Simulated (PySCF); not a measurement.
# B2PLYP/STO-3G run of SnS (SMILES [S][Sn])

Aim: the vertical ionisation energy of SnS at B2PLYP/STO-3G, from 2 runs. 

The results are computed with PySCF 2.14.0.

11 further runs of the same task are left out: 5 that didn't finish, 6 set aside as unsound or not needed.

## (1) Starting point

SnS: 2 atoms, total charge 0, spin state singlet. As SMILES, `[S][Sn]`. The bond length is the measured one.

Bond lengths: S1–Sn2 2.209 Å.

## (2) A single-point energy at B2PLYP/STO-3G

Contents of geometry.xyz:

```xyz
2
SSn
S      0.000000     0.000000     0.000000
Sn     0.000000     0.000000     2.209026
```

Contents of input.py:

```python
from pyscf import gto, dft, mp

mol = gto.M(
    atom='geometry.xyz',
    max_memory=1860,
    spin=0,
    basis='sto-3g',
    verbose=4,
)

myscf = dft.RKS(mol, xc='0.53*HF + 0.47*B88, 0.73*LYP')
myscf.conv_tol = 1e-10
myscf.grids.level = 5
myscf.kernel()
if not myscf.converged:
    myscf = myscf.newton().run(myscf.mo_coeff, myscf.mo_occ)

pt = mp.MP2(myscf, frozen=23).run()
e_tot = myscf.e_tot + 0.27 * pt.e_corr
print('PT2 part  %.8f' % (0.27 * pt.e_corr))
print('Final energy', e_tot)
```

The run is started by

```sh
$ OMP_NUM_THREADS=1 python input.py
```

Log:

```text
PySCF version 2.14.0

[INPUT] num. atoms = 2
[INPUT] num. electrons = 66
[INPUT] charge = 0
[INPUT] spin (= nelec alpha-beta = 2S) = 0
[INPUT] symmetry False subgroup None
[INPUT] Mole.unit = angstrom
[INPUT] Symbol           X                Y                Z      unit          X                Y                Z       unit  Magmom
[INPUT]  1 S      0.000000000000   0.000000000000   0.000000000000 AA    0.000000000000   0.000000000000   0.000000000000 Bohr   0.0
[INPUT]  2 Sn     0.000000000000   0.000000000000   2.209026000000 AA    0.000000000000   0.000000000000   4.174454142043 Bohr   0.0

nuclear repulsion = 191.641822566145
number of shells = 16
number of NR pGTOs = 108
number of NR cGTOs = 36
basis = sto-3g
ecp = {}

******** <class 'pyscf.dft.rks.RKS'> ********
method = RKS
initial guess = minao
damping factor = 0
level_shift factor = 0
DIIS = <class 'pyscf.scf.diis.CDIIS'>
diis_start_cycle = 1
diis_space = 8
diis_damp = 0
SCF conv_tol = 1e-10
SCF conv_tol_grad = None
SCF max_cycles = 50
direct_scf = True
direct_scf_tol = 1e-13
XC library pyscf.dft.libxc version 7.0.0
    S. Lehtola, C. Steigemann, M. J.T. Oliveira, and M. A.L. Marques.,  SoftwareX 7, 1–5 (2018)
XC functionals = 0.53*HF + 0.47*B88, 0.73*LYP
    A. D. Becke.,  Phys. Rev. A 38, 3098 (1988)
    C. Lee, W. Yang, and R. G. Parr.,  Phys. Rev. B 37, 785 (1988)
    B. Miehlich, A. Savin, H. Stoll, and H. Preuss.,  Chem. Phys. Lett. 157, 200 (1989)
radial grids:
    Treutler-Ahlrichs [JCP 102, 346 (1995); DOI:10.1063/1.469408] (M4) radial grids

becke partition: Becke, JCP 88, 2547 (1988); DOI:10.1063/1.454033
pruning grids: <function nwchem_prune>
grids dens level: 5
symmetrized grids: False
atomic radii adjust function: <function treutler_atomic_radii_adjust>
small_rho_cutoff = 0
Set gradient conv threshold to 1e-05
Initial guess from minao.
tot grids = 90056
init E= -6341.60866979697
  HOMO = -0.515690333254177  LUMO = -0.343633020829203  gap/eV = 4.68192
cycle= 1 E= -6358.4158449577  delta_E= -16.8  |g|= 0.28  |ddm|= 2.37
  HOMO = -0.144005824767811  LUMO = 0.119723545174498  gap/eV = 7.17644
cycle= 2 E= -6358.38869792685  delta_E= 0.0271  |g|= 0.303  |ddm|= 0.995
  HOMO = -0.141197945418509  LUMO = 0.10937133294142  gap/eV = 6.81834
cycle= 3 E= -6358.43353197606  delta_E= -0.0448  |g|= 0.126  |ddm|= 0.856
  HOMO = -0.152167912468665  LUMO = 0.108695443999864  gap/eV = 7.09845
cycle= 4 E= -6358.44076003181  delta_E= -0.00723  |g|= 0.0139  |ddm|= 0.197
  HOMO = -0.152591018178207  LUMO = 0.109172646512941  gap/eV = 7.12295
cycle= 5 E= -6358.4408545664  delta_E= -9.45e-05  |g|= 0.00263  |ddm|= 0.0312
  HOMO = -0.152533575765171  LUMO = 0.109076832870942  gap/eV = 7.11878
cycle= 6 E= -6358.44085768594  delta_E= -3.12e-06  |g|= 0.000399  |ddm|= 0.00426
  HOMO = -0.152516455660829  LUMO = 0.109072667057988  gap/eV = 7.11820
cycle= 7 E= -6358.44085776  delta_E= -7.41e-08  |g|= 2.65e-05  |ddm|= 0.000804
  HOMO = -0.152515415898451  LUMO = 0.109071686565524  gap/eV = 7.11815
cycle= 8 E= -6358.44085776031  delta_E= -3.1e-10  |g|= 3.83e-06  |ddm|= 4.78e-05
  HOMO = -0.152515310023723  LUMO = 0.109071529559828  gap/eV = 7.11814
cycle= 9 E= -6358.44085776033  delta_E= -1.73e-11  |g|= 4.01e-07  |ddm|= 7.93e-06
  HOMO = -0.152515324174403  LUMO = 0.109071552527037  gap/eV = 7.11814
Extra cycle  E= -6358.44085776032  delta_E= 2.73e-12  |g|= 8.12e-07  |ddm|= 2.2e-06
converged SCF energy = -6358.44085776032

******** <class 'pyscf.mp.mp2.RMP2'> ********
nocc = 10, nmo = 13
frozen orbitals 23
E(RMP2) = -6358.58671264589  E_corr = -0.145854885568562
E(SCS-RMP2) = -6358.58309761385  E_corr = -0.14223985352949
E_corr(same-spin) = -0.0378300105609052
E_corr(oppo-spin) = -0.108024875007657
PT2 part  -0.03938082
Final energy -6358.480238579428
```

Run time: 6 s. Hardware: 1 thread of Arm Neoverse V1, shared host; peak memory 0.24 GiB.

## (3) The doublet cation, same level

Contents of job.py:

```python
from pyscf import gto, dft, mp

molecule = gto.Mole()
molecule.atom = '''
S      0.000000     0.000000     0.000000
Sn     0.000000     0.000000     2.209026
'''
molecule.spin = 1
molecule.charge = 1
molecule.verbose = 3
molecule.basis = 'sto-3g'
molecule.max_memory = 1860
molecule.build()

ks = dft.UKS(molecule)
ks.xc = '0.53*HF + 0.47*B88, 0.73*LYP'
ks.conv_tol = 1e-10
ks.grids.level = 5
ks.kernel()
if not ks.converged:
    ks = ks.newton().run(ks.mo_coeff, ks.mo_occ)

pt = mp.MP2(ks, frozen=23).run()
e_tot = ks.e_tot + 0.27 * pt.e_corr
print('PT2 part  %.8f' % (0.27 * pt.e_corr))
print('E(%s) = %.9f' % ('B2PLYP', e_tot))
```

The run is started by

```sh
$ OMP_NUM_THREADS=1 python job.py
```

Log:

```text
WARN: HOMO -0.515690333254188 >= LUMO -0.515690333254171

converged SCF energy = -6358.2358976834  <S^2> = 0.76039803  2S+1 = 2.0103711
E(UMP2) = -6358.30524430031  E_corr = -0.0693466169129298
E(SCS-UMP2) = -6358.30799575307  E_corr = -0.0720980696686632
PT2 part  -0.01872359
E(B2PLYP) = -6358.254621270
```

Wall time 9.9 s (1 thread of Arm Neoverse V1, shared host); peak memory 0.23 GiB.

## (4) Outcome

Level: B2PLYP/STO-3G, 23 core orbitals frozen.

```
                                                                quantity           value
                                               singlet SnS: total energy  -6358.48024 Eh
                                   singlet SnS: dipole moment (SCF part)          1.24 D
                          singlet SnS: HOMO energy (SCF part's orbitals)        -4.15 eV
                          singlet SnS: LUMO energy (SCF part's orbitals)         2.97 eV
                        singlet SnS: HOMO–LUMO gap (SCF part's orbitals)         7.12 eV
                                            doublet cation: total energy  -6358.25462 Eh
doublet cation: HOMO energy (SCF part's orbitals) (highest over α and β)       -11.65 eV
 doublet cation: LUMO energy (SCF part's orbitals) (lowest over α and β)        -7.22 eV
                                                    doublet cation: ⟨S²⟩           0.760
                      vertical ionisation energy (to the doublet cation)        6.139 eV
```

What this shows: The vertical ionisation energy comes to 6.14 eV (592 kJ/mol). −ε(HOMO) before ionisation, 4.15 eV, is 1.99 eV below this ionisation energy. In a minimal basis such a difference can be off by several eV, whatever the method. Relativity is left out (singlet SnS) although the molecule holds a heavy atom. Relativity is left out (doublet cation) although the molecule holds a heavy atom.
